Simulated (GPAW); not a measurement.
Crystal: CsLiCr2Te2S3.

```
Cs Li Cr Te S
1.0
     3.60358    0.00000    0.00000
    -1.80179    3.12079    0.00000
     0.00000    0.00000   19.06651
Cs Li Cr Te S
1 1 2 2 3
Direct
  0.00000 0.00000 0.37399
  0.66667 0.33333 0.01607
  0.00000 0.00000 0.86637
  0.33333 0.66667 0.16833
  0.33333 0.66667 0.53891
  0.66667 0.33333 0.77276
  0.00000 0.00000 0.10030
  0.33333 0.66667 0.92920
  0.66667 0.33333 0.23408
```

The cell was built by a generator and needn't be a form met in nature.

Program: GPAW 26.7.0. Alike in all runs: task single point; potentials or basis GPAW PAW data sets (gpaw-data 1.2.1), pw; spin collinear, ferromagnetic start; cell as given; k mesh 5 × 5 × 1; cutoff (eV) 800; smearing fermi-dirac 0.05 eV; the mesh is coarse, so values aren't converged.

Problem. Order these runs on this cell by their pressure, lowest first.
A. level PBE
B. level PBE+D4
C. level PBE+D3(BJ)

Solution. B (-1.9 GPa), A (0.2 GPa), C (5.0 GPa).

Caveats: all runs use coarse meshes; only a ferromagnetic start was run, and an antiferromagnetic order may lie lower in energy; pairwise dispersion overbinds metals, which lowers pressure and volume (some runs).

Not every run made on this cell is shown here.
